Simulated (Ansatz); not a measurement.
# C2H7AlBF: a ladder of functionals and wavefunction methods

How much do the methods differ for C2H7AlBF? The plan is to run it at one geometry with functionals of several rungs and with coupled cluster. The yardstick is the atomisation energy at the CCSD(T) limit.

Computed with Ansatz 0.2.0, Gaussian basis. Level: functionals in def2-TZVPP, the program's frozen cores in correlated methods.

Levels to be run: PBE-D4, r2SCAN-D4, PBE0-D4, B3LYP-D4, ωB97X-V, ωB97M-V, B2PLYP; CCSD(T)/def2-TZVPP; MP2/def2-QZVPP; extrapolation to the limit.

**1. The relaxed structure**

An earlier PBE0-D4/def2-TZVP relaxation fixed the geometry.

12 atoms, charge 0, spin multiplicity 1.

Atoms are counted from 1 here; the program's logs count them from 0.

Bond lengths: B1–C3 1.538 Å, B1–H6 1.227 Å, B1–H7 1.193 Å, Al2–C4 1.959 Å, Al2–F5 1.658 Å, Al2–H8 1.584 Å, C3–C4 1.538 Å, C3–H9 1.114 Å, C3–H10 1.095 Å, C4–H11 1.093 Å, C4–H12 1.094 Å. Angles: C3–B1–H6 117.9°, C3–B1–H7 126.9°, H6–B1–H7 115.1°, C4–Al2–F5 120.4°, C4–Al2–H8 122.6°, F5–Al2–H8 116.8°, B1–C3–C4 113.9°, B1–C3–H9 98.2°, B1–C3–H10 114.6°, C4–C3–H9 109.5°, C4–C3–H10 115.0°, H9–C3–H10 103.6°, Al2–C4–C3 102.6°, Al2–C4–H11 115.8°, Al2–C4–H12 109.7°, C3–C4–H11 112.2°, C3–C4–H12 109.7°, H11–C4–H12 106.8°.

As a file:

```csv
atom,x (Å),y (Å),z (Å)
B1,-0.6596,0.6293,1.2072
Al2,-0.4033,-1.4441,-0.6929
C3,0.3406,1.0653,0.1237
C4,1.0242,-0.1062,-0.6019
F5,-0.1966,-2.9378,-0.0042
H6,-1.1920,-0.4698,1.0882
H7,-1.0384,1.2769,2.1350
H8,-1.7321,-1.2173,-1.5242
H9,-0.3790,1.5608,-0.5671
H10,1.0108,1.8778,0.4235
H11,1.4531,0.1967,-1.5604
H12,1.8495,-0.4870,0.0070
```

**2. PBE-D4 (GGA)**

Contents of in.yaml:

```yaml
crystal:
  periodic: [false, false, false]
  atoms:
    - {symbol: B, position_ang: [-0.659632, 0.629296, 1.207176]}
    - {symbol: Al, position_ang: [-0.403277, -1.444074, -0.692886]}
    - {symbol: C, position_ang: [0.340600, 1.065306, 0.123683]}
    - {symbol: C, position_ang: [1.024153, -0.106189, -0.601923]}
    - {symbol: F, position_ang: [-0.196626, -2.937819, -0.004224]}
    - {symbol: H, position_ang: [-1.192048, -0.469774, 1.088245]}
    - {symbol: H, position_ang: [-1.038398, 1.276865, 2.134983]}
    - {symbol: H, position_ang: [-1.732130, -1.217333, -1.524234]}
    - {symbol: H, position_ang: [-0.379016, 1.560828, -0.567053]}
    - {symbol: H, position_ang: [1.010774, 1.877826, 0.423544]}
    - {symbol: H, position_ang: [1.453131, 0.196700, -1.560382]}
    - {symbol: H, position_ang: [1.849470, -0.487030, 0.006971]}
basis:
  gaussian: {orbitals: def2-TZVPP}
hamiltonian: {xc: pbe, dispersion: d4}
output: {forces: true, orbitals: {seedname: orbitals}}
```

On the command line:

```
ansatz run in.yaml --threads 4 --pin off --events-out ev --progress --plain --max-ram 10444MiB
```

The runs that follow: r2SCAN-D4 (meta-GGA); PBE0-D4 (hybrid); B3LYP-D4 (hybrid); ωB97X-V (range-separated); ωB97M-V (range-separated); B2PLYP (double hybrid); CCSD(T) in def2-TZVPP; MP2 in def2-QZVPP.

Q: Predict the results of all the runs planned. Wanted: atomisation energy, CCSD(T)/CBS; farthest; mean size of error, hybrid; mean size of error, range-separated; gap, smallest and largest; T1 diagnostic; triples share of the correlation energy.

**Answer**, as computed:

```
                               quantity                                 value
        atomisation energy, CCSD(T)/CBS                       1053.0 kcal/mol
functionals within 5.3 kcal/mol (0.5 %)   PBE0-D4, B3LYP-D4, ωB97X-V, ωB97M-V
                               farthest               PBE-D4 (+11.8 kcal/mol)
             mean size of error, hybrid                          0.5 kcal/mol
    mean size of error, range-separated                          3.7 kcal/mol
              gap, smallest and largest  3.38 eV (PBE-D4), 10.22 eV (ωB97X-V)
                          T1 diagnostic                                0.0114
triples share of the correlation energy                                 3.3 %
```

**Reading.** PBE-D4 is off by +11.8 kcal/mol, about 1.1 kcal/mol a bond. Double hybrids carry the basis error of their MP2 part in triple zeta, and no dispersion term here, so their miss is partly the set-up's. The reference freezes the cores and leaves out relativity and excitations past (T), so misses under about 5.3 kcal/mol can't be ranked. Hartree-Fock recovers 77 % of the binding; the rest is correlation. Orbital gaps span 3.4 to 10.2 eV; exact exchange widens them.
